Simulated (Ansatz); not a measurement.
**S2 (sulfur dimer): UBLYP/cc-pVTZ**

Aim: the electronic atomisation energy of S2 (sulfur dimer) at UBLYP/cc-pVTZ, from 2 runs. 

The results are computed with Ansatz 0.2.0.

18 further runs of the same task are left out: 1 that didn't finish, 17 set aside as unsound or not needed.

## Step 1: The system as given

The species is S2 (2 atoms), meant as a triplet with charge 0. As SMILES, `S=S`. The bond length is the measured one.

Bond lengths: S1–S2 1.889 Å.

## Step 2: The energy at UBLYP/cc-pVTZ

in.yaml

```yaml
crystal:
  periodic: [false, false, false]
  atoms:
    - {symbol: S, position_ang: [0.000000, 0.000000, 0.000000]}
    - {symbol: S, position_ang: [0.000000, 0.000000, 1.889200]}
basis:
  gaussian:
    orbitals: cc-pVTZ
hamiltonian:
  xc: {name: BLYP}
magnetization:
  spin_polarized: true
  initial_magnetization: 2
accuracy: high
output:
  orbitals: {seedname: orbitals}
```

Started as:

```
ansatz run in.yaml --threads 1 --pin off --max-ram 3480MiB --events-out events.jsonl --progress --plain --runs-dir runs
```

The log of the run:

```text
Warning: RAYON_NUM_THREADS=1 ignored (pool sized by the plan → 1); use --threads N
Functional definition: BLYP
  name "BLYP"
  parameter beta = 0.0042
  parameter a = 0.04918
  parameter b = 0.132
  parameter c = 0.2533
  parameter d = 0.349
  exchange = b88_x(beta = beta)
  correlation = lyp_c(a = a, b = b, c = c, d = d)
939 factors; integrals over basis functions are off by at most 3.5e-9 eV
mean field evaluation 1: about -21670.9824 eV, gradient 8.6e0 eV
mean field evaluation 2: about -21670.8840 eV, gradient 1.0e1 eV
mean field evaluation 4: about -21671.4337 eV, gradient 3.7e-1 eV
mean field evaluation 8: about -21671.4304 eV, gradient 2.5e-3 eV
mean field evaluation 16: about -21671.4304 eV, gradient 1.2e-6 eV
mean field -21671.43035782 eV, -796.4103762267 hartree, gradient 2.4e-8 eV, S^2 2.004245; 0 other end points of the search recorded, 0 dependent functions left out
reference -21671.43039241 eV, -796.4103774980 hartree; 17, 15 occupied and 51, 53 virtual orbitals, 939 factors
Total energy: -21671.43039241 eV, -796.4103774980 hartree
```

Run time: 2.2 s. Hardware: 1 thread of Intel Xeon Platinum 8488C (Sapphire Rapids), shared host; peak memory 0.15 GiB.

## Step 3: The S atom

molecule.yaml

```yaml
crystal:
  periodic: [false, false, false]
  atoms:
    - symbol: S
      position_ang: [0.000000, 0.000000, 0.000000]
basis:
  gaussian:
    orbitals: cc-pVTZ
magnetization:
  spin_polarized: true
  initial_magnetization: 2
hamiltonian:
  xc: {name: BLYP}
accuracy: high
```

Run the same way, it converges to -398.12180 Eh (log not shown).

## Step 4: Results

At UBLYP/cc-pVTZ:

```
                                    quantity          value
                      molecule: total energy  -796.41038 Eh
molecule: HOMO energy (highest over α and β)       -5.55 eV
 molecule: LUMO energy (lowest over α and β)       -4.34 eV
                              molecule: ⟨S²⟩          2.004
                        S atom: total energy  -398.12180 Eh
                                S atom: ⟨S²⟩          2.003
               electronic atomisation energy       4.538 eV
```

Taking the molecule apart into free atoms costs 4.54 eV (438 kJ/mol), before zero-point energy and without spin-orbit coupling.
